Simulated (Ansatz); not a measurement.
# CH6B2S: small, medium and large basis sets

How large a basis does CH6B2S need? Two functionals are run in growing sets.

Method: one geometry, several basis sets; program: Ansatz 0.2.0, Gaussian basis.

Plan: PBE0-D4/def2-SVP; ωB97M-V/def2-SVP; PBE0-D4/def2-QZVPP; ωB97M-V/def2-QZVPP; the functionals' def2-TZVPP values are taken from earlier runs.

### Step 1. The geometry

The geometry comes from an earlier relaxation with PBE0-D4 in a triple-zeta def2 set; it is a stationary point, not always the lowest conformer.

10 atoms, charge 0, spin multiplicity 1.

Atoms are counted from 1 here; the program's logs count them from 0.

Bond lengths: B1–S2 1.789 Å, B1–H5 1.191 Å, B1–H6 1.193 Å, S2–B3 1.815 Å, B3–C4 1.552 Å, B3–H7 1.195 Å, C4–H8 1.097 Å, C4–H9 1.091 Å, C4–H10 1.097 Å. Angles: S2–B1–H5 120.3°, S2–B1–H6 117.2°, H5–B1–H6 122.5°, B1–S2–B3 103.7°, S2–B3–C4 120.6°, S2–B3–H7 117.4°, C4–B3–H7 122.0°, B3–C4–H8 109.0°, B3–C4–H9 115.5°, B3–C4–H10 109.5°, H8–C4–H9 108.6°, H8–C4–H10 104.8°, H9–C4–H10 108.9°.

### Step 2. PBE0-D4 in def2-SVP

The input, in.yaml:

```yaml
crystal:
  periodic: [false, false, false]
  atoms:
    - {symbol: B, position_ang: [-1.136511, 1.486858, -1.535462]}
    - {symbol: S, position_ang: [-0.545479, 1.250935, 0.136581]}
    - {symbol: B, position_ang: [0.224262, -0.392164, 0.093221]}
    - {symbol: C, position_ang: [0.869396, -0.996276, 1.369328]}
    - {symbol: H, position_ang: [-0.968850, 0.641577, -2.357429]}
    - {symbol: H, position_ang: [-1.694979, 2.512628, -1.776223]}
    - {symbol: H, position_ang: [0.208229, -0.980001, -0.946693]}
    - {symbol: H, position_ang: [0.373282, -1.946253, 1.604923]}
    - {symbol: H, position_ang: [0.842649, -0.360286, 2.255051]}
    - {symbol: H, position_ang: [1.910900, -1.268218, 1.159704]}
basis:
  gaussian: {orbitals: def2-SVP}
hamiltonian: {xc: pbe0, dispersion: d4}
output: {orbitals: {seedname: orbitals}}
```

Command:

```bash
> ansatz run in.yaml --threads 2 --pin off --events-out ev --progress --plain --max-ram 4352MiB
```

After this run come: ωB97M-V in def2-SVP; PBE0-D4 in def2-QZVPP; ωB97M-V in def2-QZVPP.

**Question.** What will the summary of the whole plan be? Wanted: PBE0-D4: double and triple zeta above quadruple; ωB97M-V: double and triple zeta above quadruple.

As calculated:

| quantity | value |
| --- | --- |
| PBE0-D4: double and triple zeta above quadruple | 6.87, 0.48 eV |
| ωB97M-V: double and triple zeta above quadruple | 7.04, 0.45 eV |

For PBE0-D4 the step from double to triple zeta gains 6.39 eV and the next only 0.48 eV. Total energies overstate the basis error of differences, where much of it tends to cancel.
